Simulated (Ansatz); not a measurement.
# CH5ISi: the cost of one run

Program: Ansatz 0.2.0. Level of theory: RKS r2SCAN-D4/def2-SVP. These are calculated values, not measurements.

### 1 The structure to begin with

Bond lengths: C1–Si2 1.778 Å, Si2–I3 2.426 Å, C1–H4 1.098 Å, C1–H5 1.104 Å, C1–H6 1.117 Å, Si2–H7 1.502 Å, Si2–H8 1.448 Å. Angles: C1–Si2–I3 108.4°, C1–Si2–H7 111.0°, C1–Si2–H8 112.1°, I3–Si2–H7 108.2°, I3–Si2–H8 108.6°, H7–Si2–H8 108.5°, Si2–C1–H4 111.9°, Si2–C1–H5 115.1°, Si2–C1–H6 115.4°, H4–C1–H5 101.4°, H4–C1–H6 106.7°, H5–C1–H6 105.1°.

Structure file:

```xyz
8

C    -0.6327    0.6918   -0.1200
Si    0.4894   -0.6871   -0.0920
I     1.6541   -0.6858    2.0364
H    -1.1560    0.7751   -1.0819
H    -0.1559    1.6852   -0.0447
H    -1.4188    0.6863    0.6730
H     1.5114   -0.5707   -1.1871
H    -0.1993   -1.9519   -0.2395
```

### 2 Relaxing end A

input.yaml reads:

```yaml
crystal:
  periodic: [false, false, false]
  atoms:
    - { symbol: C, position_ang: [-0.6327, 0.6918, -0.12] }
    - { symbol: Si, position_ang: [0.4894, -0.6871, -0.092] }
    - { symbol: I, position_ang: [1.6541, -0.6858, 2.0364] }
    - { symbol: H, position_ang: [-1.156, 0.7751, -1.0819] }
    - { symbol: H, position_ang: [-0.1559, 1.6852, -0.0447] }
    - { symbol: H, position_ang: [-1.4188, 0.6863, 0.673] }
    - { symbol: H, position_ang: [1.5114, -0.5707, -1.1871] }
    - { symbol: H, position_ang: [-0.1993, -1.9519, -0.2395] }
basis:
  gaussian: { orbitals: def2-SVP }
hamiltonian:
  xc: r2scan
  dispersion: d4
relax:
  f_tol: 0.015
  max_steps: 40
```

On the command line:

```bash
$ ansatz run input.yaml --threads 2 --pin off --max-ram 3072MiB --backend cpu --events-out ev --progress --plain --runs-dir out
```

What time and memory should one allow on 2 threads of Arm Neoverse V2, shared host?

About 14 s, with a peak of 0.14 GiB.
